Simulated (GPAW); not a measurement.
Crystal: HPbNO4.

```
CELL_PARAMETERS angstrom
3.85404 0.14384 0.09012
-0.25320 5.52698 0.16471
-0.48197 -1.92720 5.72025
ATOMIC_POSITIONS crystal
H 0.10913 0.65718 0.54463
Pb 0.61029 0.52127 0.15100
N 0.91580 0.96263 0.95867
O 0.01384 0.13639 0.88084
O 0.72398 0.01057 0.12858
O 0.00389 0.73732 0.87043
O 0.11927 0.59324 0.37651
```

The cell was built by a generator and needn't be a form met in nature.

Base run:

* Program: GPAW 26.7.0
* Functional: revPBE
* Potentials or basis: the program's PAW data sets (release 1.2.1) made for this functional
* Cutoff: 800 eV
* Basis: pw
* k mesh: 5 × 4 × 4
* Occupations: fermi-dirac, width 0.05 eV
* Spin: no spin polarisation

Its results: band gap on the k mesh 3.17 eV, indirect (least direct gap 3.24 eV); pressure 1.3 GPa; largest force 0.247 eV/Å.

Task: The run is repeated on the same cell with these changes: functional from revPBE to RPBE. What comes out?

Result: Band gap on the k mesh 3.17 eV, indirect (least direct gap 3.25 eV); pressure 1.7 GPa; largest force 0.339 eV/Å.

Caveats: spin-orbit coupling is left out, which as a rule narrows the gap of such compounds by several tenths of an eV.

Not every run made on this cell is shown here.
